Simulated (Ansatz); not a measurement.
# CuHO+ (doublet): the correlation ladder, def2-TZVPP

An exercise on one series of results from a longer session: the logs are not shown, and one member is left open.

The runs use Ansatz 0.2.0, Gaussian basis; def2-TZVPP, core rule «outside noble gas», up to 10 orbitals frozen.

Plan: UHF; ROHF; CCSD(T) on UHF.

2 further runs of the same task are left out: 2 set aside as unsound or not needed.

### What is computed

The geometry is a PBE0/def2-TZVP stationary point (not a proven minimum) of the parent state, kept for this charge and spin.

3 atoms, charge 1, spin multiplicity 2.

Atoms are counted from 1 here; the program's logs count them from 0.

Bond lengths: Cu1–O2 1.785 Å, O2–H3 0.962 Å. Angles: Cu1–O2–H3 117.6°.

The first run:

in.yaml reads:

```yaml
crystal:
  periodic: [false, false, false]
  atoms:
    - {symbol: Cu, position_ang: [0.000000, 0.015109, 0.382355]}
    - {symbol: O, position_ang: [0.000000, -0.105079, -1.398874]}
    - {symbol: H, position_ang: [0.000000, 0.715425, -1.900920]}
basis:
  gaussian: {orbitals: def2-TZVPP}
total_charge: 1
magnetization: {spin_polarized: true, initial_magnetization: 1}
hamiltonian: {xc: hf}
output: {orbitals: {seedname: orbitals}}
```

Command:

```console
ansatz run in.yaml --threads 1 --pin off --events-out ev --progress --plain --max-ram 2560MiB --backend cpu
```

Steps of the session up to this table: UHF; ROHF; CCSD(T) on UHF.

One of the session's tables, all rows but one given; the rest of the session is left out.

It belongs to the step «Misses and costs». 

```
  method  from UCCSD(T) (meV)
    ROHF             +17881.5
     UHF             +17734.6
    UMP2                    ?
   UCCSD               +624.3
UCCSD(T)                    0
```

**Question.** Estimate the row for UMP2.

**Answer.** from UCCSD(T) (meV): -624.4. In the column «from UCCSD(T) (meV)» it is the lowest.
